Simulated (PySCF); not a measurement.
# C3H9NSi: the cost of one run

Computed with PySCF 2.14.0, with density-fitted response routines of our own, on a single molecule in the gas phase. Atoms count from 0, in the outputs and in this text.

## Step 1: The starting structure

14 atoms, charge 0, multiplicity 1; geometry from: GFN2-xTB. The atoms were then displaced at random by about 0.01 Å, so the start is not that level's minimum.

Bonds of the start (Å): C0–C1 1.35, C1–C2 1.50, C2–Si3 1.86, Si3–N4 1.73, C0–H5 1.04, C0–H6 1.08, C1–H7 1.09, C2–H8 1.08, C2–H9 1.07, Si3–H10 1.48, Si3–H11 1.47, N4–H12 1.03, N4–H13 1.02.

## Step 2: Relaxing the molecule at PBE0-D3(BJ)/def2-SVP

What the job is given:

```
{"job": {"xc": "PBE0", "basis": "def2-SVP", "d3": "d3bj", "grid": 1, "shake": 0.01, "kind": "geom"}, "charge": 0, "multiplicity": 1}
C      2.191120    -0.059880     0.894820
C      1.184730     0.540330     0.217260
C      0.445030    -0.066480    -0.932190
Si    -1.221860    -0.709700    -0.409290
N     -2.140880     0.655030     0.133230
H      2.532110    -1.007880     0.620540
H      2.663770     0.440940     1.726660
H      0.865940     1.536390     0.507800
H      1.042900    -0.884830    -1.314730
H      0.333030     0.674050    -1.702440
H     -1.079070    -1.793270     0.588140
H     -1.988700    -1.209320    -1.560330
H     -3.129370     0.553140     0.403790
H     -1.705920     1.316400     0.774160
```

The run is started by

```bash
OMP_NUM_THREADS=1 python probes_run.py task.json out
```

One launch serves the whole session: the jobs run in the order shown.

Q: Estimate the wall time and peak memory of this first job on 1 thread of Arm Neoverse V2, shared host.

About 47 s, with a peak of 0.57 GiB.
